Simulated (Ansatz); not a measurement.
A run of Ansatz 0.2.0 is set up as follows.

The input input:

```
crystal:
  lattice:
    - [2.7131139241, 1.5664170544, 3.2376184047]
    - [-2.7131139241, 1.5664170544, 3.2376184047]
    - [0.0, -3.1328341088, 3.2376184047]
  atoms:
    - { symbol: Ti, position: [0.0, 0.335655, 0.664345] }
    - { symbol: Ti, position: [0.664345, 0.0, 0.335655] }
    - { symbol: Ti, position: [0.335655, 0.664345, 0.0] }
    - { symbol: S, position: [0.167839, 0.167839, 0.167839] }
    - { symbol: S, position: [0.832161, 0.832161, 0.832161] }
hamiltonian:
  xc: hse06
  pseudopotentials: { kind: paw }
kpoints:
  mp_grid: { grid: [4, 4, 4] }
  band_path:
    path:
      - [[0.0, 0.0, 0.0], [0.5, 0.0, 0.0], [0.5, 0.3227197041, -0.3227197041]]
      - [[0.6772802959, 0.5, 0.3227197041], [0.5, 0.5, 0.5], [0.0, 0.0, 0.0], [0.4113598521, 0.0, -0.4113598521]]
      - [[0.5886401479, 0.4113598521, 0.0], [0.5, 0.5, 0.0], [0.5886401479, 0.5886401479, 0.3227197041], [0.5, 0.5, 0.5]]
      - [[0.5, 0.0, 0.0], [0.6772802959, 0.4113598521, 0.4113598521]]
    npoints: 4
scf:
  occupations: { method: fermi_dirac, width: 0.05 }
  n_extra_bands: 12
output:
  forces: true
  stress: true
  eigenvalues: true
  fatbands: false
```

Q: Estimate the band gap on the k mesh.

A: None (metal or under the smearing width).

Q: What does it give for the largest force?

A: 0.095 eV/Å.

Q: Predict the pressure.

A: -3.4 GPa.

Levels at the corners of the path, in eV from the Fermi level:
| point | band 22 | band 23 | band 24 | band 25 | band 26 | band 27 |
| --- | --- | --- | --- | --- | --- | --- |
| Γ | -1.61 | -0.20 | -0.20 | 1.00 | 1.00 | 2.38 |
| L | -1.17 | -0.86 | -0.67 | -0.03 | 1.37 | 1.94 |
| B1 | -0.99 | -0.72 | -0.42 | 0.67 | 1.05 | 1.31 |
| B | -0.99 | -0.72 | -0.42 | 0.67 | 1.05 | 1.31 |
| Z | -0.23 | -0.23 | 0.02 | 0.60 | 0.60 | 1.45 |
| Γ | -1.61 | -0.20 | -0.20 | 1.00 | 1.00 | 2.38 |
| X | -1.26 | -1.04 | -0.44 | 0.58 | 1.18 | 1.99 |
| Q | -1.26 | -1.04 | -0.44 | 0.58 | 1.18 | 1.99 |
| F | -1.18 | -0.99 | -0.37 | 0.38 | 1.16 | 2.00 |
| P1 | -0.90 | -0.57 | -0.31 | 0.59 | 0.94 | 1.27 |
| Z | -0.23 | -0.23 | 0.02 | 0.60 | 0.60 | 1.45 |
| L | -1.17 | -0.86 | -0.67 | -0.03 | 1.37 | 1.94 |
| P | -0.90 | -0.57 | -0.31 | 0.59 | 0.94 | 1.27 |

Caveat: the k mesh is coarse (spacing up to 0.37 Å⁻¹), so the values aren't converged, least of all with exact exchange; the PAW data sets come from PBE, with cores solved anew for the run's functional, which leaves a small shift of forces and pressure; the thresholds are loose for stress.
